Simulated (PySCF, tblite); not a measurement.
# C5H7NS: a rotation path, then NMR shifts on frames, part 2 of 2

tblite 0.8.0 and PySCF 2.14.0. Atoms count from 0.

### 5 Nuclear shieldings: image 4, PBE0/pcSseg-1

The job: settings as JSON, then the geometry in Å.

```
{"job": {"kind": "nmr", "xc": "PBE0", "basis": "pcSseg-1", "pop": false}, "charge": 0, "multiplicity": 1}
C     -2.202900     0.368600    -0.072300
N     -1.398800    -0.745000     0.402000
C     -0.020300    -0.490100     0.451000
C      0.697400     0.357400     1.237600
C      2.081300     0.338500     0.955300
C      2.397900    -0.524200    -0.041200
S      1.017000    -1.335300    -0.668200
H     -3.245500     0.058100    -0.094500
H     -1.886900     0.614700    -1.085500
H     -2.112700     1.270300     0.548700
H     -1.747900    -1.098000     1.286600
H      0.253800     0.977400     1.998300
H      2.802700     0.945800     1.473400
H      3.364300    -0.738700    -0.453200
```

Level: GIAO PBE0/pcSseg-1 NMR shielding, non-relativistic, gas phase.

Output:

```text
coarse grid: 12456 points
cycle   1  E = -647.0962870719  dE =  1.208e+00  |g| = 3.858e-01  |ddm| = 3.653e+00
cycle   2  E = -647.0774843844  dE =  1.880e-02  |g| = 4.729e-01  |ddm| = 8.202e-01
cycle   3  E = -647.1325603467  dE = -5.508e-02  |g| = 9.956e-02  |ddm| = 5.234e-01
cycle   4  E = -647.1351908062  dE = -2.630e-03  |g| = 3.437e-02  |ddm| = 1.575e-01
cycle   5  E = -647.1354586847  dE = -2.679e-04  |g| = 1.028e-02  |ddm| = 4.100e-02
cycle   6  E = -647.1354807491  dE = -2.206e-05  |g| = 4.234e-03  |ddm| = 1.524e-02
cycle   7  E = -647.1354848059  dE = -4.057e-06  |g| = 1.356e-03  |ddm| = 4.953e-03
final grid: 116384 points
cycle   8  E = -647.1773290491  dE = -2.399e-05  |g| = 9.464e-03  |ddm| = 3.136e-02
cycle   9  E = -647.1773091596  dE =  1.989e-05  |g| = 1.279e-02  |ddm| = 2.125e-02
cycle  10  E = -647.1773510081  dE = -4.185e-05  |g| = 1.217e-03  |ddm| = 1.388e-02
cycle  11  E = -647.1773514264  dE = -4.184e-07  |g| = 3.544e-04  |ddm| = 1.806e-03
cycle  12  E = -647.1773514546  dE = -2.815e-08  |g| = 1.087e-04  |ddm| = 3.885e-04
cycle  13  E = -647.1773514571  dE = -2.502e-09  |g| = 3.471e-05  |ddm| = 1.140e-04
cycle  14  E = -647.1773514573  dE = -2.437e-10  |g| = 1.529e-05  |ddm| = 4.296e-05
converged SCF energy = -647.1773514573

GIAO shielding tensors (ppm)
atom      isotropic    diamagn.    paramagn.     s11        s22        s33       span
  0 C      143.701     245.108    -101.407    115.298    132.634    183.171     67.874
  1 N      226.709     319.526     -92.817    172.596    231.275    276.256    103.660
  2 C       17.830     255.356    -237.525    -49.712     19.646     83.557    133.268
  3 C       59.950     252.431    -192.482    -25.219     51.083    153.985    179.205
  4 C       57.338     253.920    -196.582    -26.155     45.804    152.366    178.522
  5 C       56.138     261.576    -205.438    -31.716     55.676    144.453    176.169
  6 S      270.688    1056.351    -785.663    123.603    270.445    418.016    294.413
  7 H       28.760      28.005       0.755     24.361     26.271     35.649     11.288
  8 H       28.967      29.540      -0.572     24.751     27.827     34.325      9.573
  9 H       28.796      29.804      -1.008     23.707     27.697     34.983     11.276
 10 H       29.880      32.254      -2.374     21.262     28.350     40.028     18.766
 11 H       24.768      32.360      -7.592     22.052     23.755     28.495      6.443
 12 H       24.698      30.082      -5.384     21.774     24.753     27.569      5.795
 13 H       24.914      30.660      -5.746     21.984     24.786     27.971      5.987
```

Run time: 8.2 s. Hardware: 1 thread of AMD EPYC 9R45, shared host; peak memory 0.76 GiB.

In short: δ C2 169.1, C5 130.8, C4 129.6, C3 127.0, H12 7.02, H11 6.95 ppm.

### 6 Nuclear shieldings: image 6, PBE0/pcSseg-1

The job: settings as JSON, then the geometry in Å.

```
{"job": {"kind": "nmr", "xc": "PBE0", "basis": "pcSseg-1", "pop": false}, "charge": 0, "multiplicity": 1}
C     -2.221900     0.220300    -0.273200
N     -1.416100    -0.552500     0.656300
C     -0.044900    -0.350600     0.571600
C      0.800400     0.179100     1.498000
C      2.148200     0.190300     1.071800
C      2.312400    -0.330000    -0.166500
S      0.820400    -0.867400    -0.849400
H     -3.267900    -0.045500    -0.140000
H     -1.915600    -0.024300    -1.288800
H     -2.105500     1.302100    -0.123200
H     -1.741900    -0.447600     1.610400
H      0.466700     0.565000     2.445800
H      2.951100     0.597500     1.660900
H      3.214000    -0.437000    -0.735900
```

Method: GIAO PBE0/pcSseg-1 NMR shielding, non-relativistic, gas phase.

Output:

```text
coarse grid: 12456 points
cycle   1  E = -647.0967394538  dE =  1.229e+00  |g| = 3.914e-01  |ddm| = 3.649e+00
cycle   2  E = -647.0746608683  dE =  2.208e-02  |g| = 4.874e-01  |ddm| = 8.468e-01
cycle   3  E = -647.1342541462  dE = -5.959e-02  |g| = 1.044e-01  |ddm| = 5.552e-01
cycle   4  E = -647.1370920856  dE = -2.838e-03  |g| = 3.437e-02  |ddm| = 1.555e-01
cycle   5  E = -647.1373477816  dE = -2.557e-04  |g| = 1.093e-02  |ddm| = 4.117e-02
cycle   6  E = -647.1373741701  dE = -2.639e-05  |g| = 4.221e-03  |ddm| = 1.629e-02
cycle   7  E = -647.1373782055  dE = -4.035e-06  |g| = 1.401e-03  |ddm| = 4.875e-03
final grid: 116384 points
cycle   8  E = -647.1795308337  dE = -2.412e-05  |g| = 9.730e-03  |ddm| = 2.974e-02
cycle   9  E = -647.1795126500  dE =  1.818e-05  |g| = 1.277e-02  |ddm| = 2.128e-02
cycle  10  E = -647.1795541897  dE = -4.154e-05  |g| = 1.028e-03  |ddm| = 1.370e-02
cycle  11  E = -647.1795544809  dE = -2.912e-07  |g| = 3.243e-04  |ddm| = 1.587e-03
cycle  12  E = -647.1795545045  dE = -2.359e-08  |g| = 1.132e-04  |ddm| = 3.759e-04
cycle  13  E = -647.1795545073  dE = -2.816e-09  |g| = 2.950e-05  |ddm| = 1.078e-04
cycle  14  E = -647.1795545075  dE = -1.896e-10  |g| = 1.084e-05  |ddm| = 3.801e-05
converged SCF energy = -647.1795545075

GIAO shielding tensors (ppm)
atom      isotropic    diamagn.    paramagn.     s11        s22        s33       span
  0 C      142.538     245.612    -103.074    120.345    125.006    182.263     61.918
  1 N      202.097     320.212    -118.115    147.806    208.456    250.030    102.224
  2 C       17.876     257.498    -239.622    -48.459      7.433     94.653    143.111
  3 C       72.256     253.038    -180.782      4.588     71.116    141.064    136.476
  4 C       57.913     253.717    -195.804    -25.874     46.833    152.781    178.655
  5 C       62.233     261.229    -198.996    -30.191     74.851    142.040    172.231
  6 S      304.712    1056.857    -752.145    159.936    315.400    438.800    278.864
  7 H       28.719      27.899       0.820     24.905     25.806     35.445     10.541
  8 H       28.720      29.605      -0.885     23.710     28.697     33.752     10.043
  9 H       28.829      29.594      -0.765     24.628     27.033     34.827     10.199
 10 H       29.128      33.141      -4.013     20.175     29.273     37.937     17.762
 11 H       25.382      32.601      -7.218     22.481     25.106     28.560      6.079
 12 H       24.970      29.915      -4.945     22.123     24.755     28.031      5.908
 13 H       25.089      30.993      -5.904     22.034     25.317     27.916      5.882
```

Wall time 8.2 s (1 thread of AMD EPYC 9R45, shared host); peak memory 0.76 GiB.

This run: δ C2 169.0, C4 129.0, C5 124.7, C3 114.7, H12 6.75, H13 6.63 ppm.

### 7 NMR shieldings: image 8, PBE0/pcSseg-1

The job: settings as JSON, then the geometry in Å.

```
{"job": {"kind": "nmr", "xc": "PBE0", "basis": "pcSseg-1", "pop": false}, "charge": 0, "multiplicity": 1}
C     -2.260400     0.037400    -0.367400
N     -1.414100    -0.158900     0.784100
C     -0.049200    -0.079300     0.643300
C      0.886100     0.026800     1.633200
C      2.209700    -0.001600     1.139400
C      2.276200    -0.119400    -0.207000
S      0.702700    -0.200800    -0.920900
H     -3.294100    -0.144300    -0.080700
H     -1.975600    -0.681500    -1.136200
H     -2.178100     1.045600    -0.792800
H     -1.754300     0.264000     1.636800
H      0.636800     0.115100     2.675100
H      3.076500     0.064100     1.772900
H      3.137200    -0.167700    -0.841800
```

Method: GIAO PBE0/pcSseg-1 NMR shielding, non-relativistic, gas phase.

Output:

```text
coarse grid: 12456 points
cycle   1  E = -647.0948638561  dE =  1.261e+00  |g| = 4.068e-01  |ddm| = 3.655e+00
cycle   2  E = -647.0604126800  dE =  3.445e-02  |g| = 5.413e-01  |ddm| = 9.436e-01
cycle   3  E = -647.1362387324  dE = -7.583e-02  |g| = 1.115e-01  |ddm| = 6.338e-01
cycle   4  E = -647.1393570752  dE = -3.118e-03  |g| = 3.465e-02  |ddm| = 1.497e-01
cycle   5  E = -647.1395978666  dE = -2.408e-04  |g| = 1.344e-02  |ddm| = 4.559e-02
cycle   6  E = -647.1396432896  dE = -4.542e-05  |g| = 4.387e-03  |ddm| = 1.996e-02
cycle   7  E = -647.1396476992  dE = -4.410e-06  |g| = 1.471e-03  |ddm| = 4.811e-03
final grid: 116384 points
cycle   8  E = -647.1815087414  dE = -2.498e-05  |g| = 9.647e-03  |ddm| = 3.175e-02
cycle   9  E = -647.1814916445  dE =  1.710e-05  |g| = 1.257e-02  |ddm| = 2.087e-02
cycle  10  E = -647.1815316333  dE = -3.999e-05  |g| = 9.377e-04  |ddm| = 1.333e-02
cycle  11  E = -647.1815318685  dE = -2.352e-07  |g| = 2.765e-04  |ddm| = 1.390e-03
cycle  12  E = -647.1815318847  dE = -1.615e-08  |g| = 1.108e-04  |ddm| = 3.136e-04
cycle  13  E = -647.1815318875  dE = -2.860e-09  |g| = 2.897e-05  |ddm| = 1.180e-04
cycle  14  E = -647.1815318878  dE = -2.315e-10  |g| = 7.986e-06  |ddm| = 4.335e-05
converged SCF energy = -647.1815318878

GIAO shielding tensors (ppm)
atom      isotropic    diamagn.    paramagn.     s11        s22        s33       span
  0 C      150.995     245.897     -94.902    128.984    139.913    184.088     55.104
  1 N      191.728     322.230    -130.502    137.973    186.284    250.929    112.956
  2 C       21.781     258.102    -236.321    -43.707     10.690     98.361    142.068
  3 C       82.741     251.594    -168.853     22.651     79.313    146.259    123.608
  4 C       55.435     252.876    -197.442    -29.564     44.795    151.073    180.637
  5 C       72.461     260.939    -188.478    -12.400     87.110    142.673    155.074
  6 S      331.090    1057.479    -726.389    205.059    379.845    408.366    203.307
  7 H       28.684      27.571       1.113     23.748     26.756     35.547     11.799
  8 H       28.783      29.528      -0.744     24.441     27.792     34.116      9.675
  9 H       28.868      29.309      -0.442     25.097     26.256     35.250     10.153
 10 H       28.496      33.480      -4.984     18.575     29.750     37.162     18.587
 11 H       25.637      31.684      -6.047     21.927     26.070     28.915      6.988
 12 H       24.835      29.710      -4.875     21.978     24.571     27.955      5.977
 13 H       25.493      31.222      -5.729     22.171     25.427     28.879      6.707
```

It took 8.2 s on 1 thread of AMD EPYC 9R45, shared host; peak memory 0.76 GiB.

Key values: δ C2 165.1, C4 131.5, C5 114.5, C3 104.2, H12 6.88, H13 6.22 ppm.

### 8 Run by run: NMR shifts

Shifts (ppm) of some atoms, chosen among heavy atoms and hydrogens apart, with basis size and wall time:

| frame | C5 | C3 | C0 | H11 | H10 | N1 | S6 | functions | time |
| --- | --- | --- | --- | --- | --- | --- | --- | --- | --- |
| image 0 | 114.6 | 101.7 | 34.3 | 5.85 | 3.20 | 75.1 | 187 | 161 | 8.2 s |
| image 2 | 123.6 | 113.2 | 36.0 | 6.36 | 2.37 | 54.1 | 216 | 161 | 8.1 s |
| image 4 | 130.8 | 127.0 | 43.2 | 6.95 | 1.84 | 41.0 | 233 | 161 | 8.2 s |
| image 6 | 124.7 | 114.7 | 44.4 | 6.33 | 2.59 | 65.6 | 199 | 161 | 8.2 s |
| image 8 | 114.5 | 104.2 | 35.9 | 6.08 | 3.22 | 76.0 | 173 | 161 | 8.2 s |

### 9 Summary of results

The summary covers parts 1 to 2.

```
                                       quantity                                         value
                                        barrier            0.252 eV (5.8 kcal/mol) at image 4
                          end to end (GFN2-xTB)                                     -0.018 eV
13C shifts against TMS (PBE0/pcSseg-1, image 0)          164.1, 131.1, 114.6, 101.7, 34.3 ppm
 1H shifts against TMS (PBE0/pcSseg-1, image 0)  6.76, 6.13, 5.85, 3.20, 3.06, 2.96, 2.80 ppm
15N shifts against NH3 (PBE0/pcSseg-1, image 0)                                      75.1 ppm
33S shifts against CS2 (PBE0/pcSseg-1, image 0)                                       187 ppm
                       range of the shift of S6                                173 to 233 ppm
```

Along the band the dihedral turns by 179°, and the top (dihedral 248°) lies 5.8 kcal/mol above the start (GFN2-xTB, rough), so at room temperature this motion is fast. Ends this close can change order at a higher level. The top was not checked by a frequency run. Shifts at one fixed geometry are not the observed spectrum, which averages over the motion. In the first frame run (image 0): The widest tensor belongs to S6: span 229 ppm, with a paramagnetic part of -740 ppm. NICS(1)zz of -21 ppm above the planar ring from C2 marks a diatropic (aromatic) ring current. Across the 5 runs the shift of S6 moves most, between 173 (image 8) and 233 ppm (image 4).
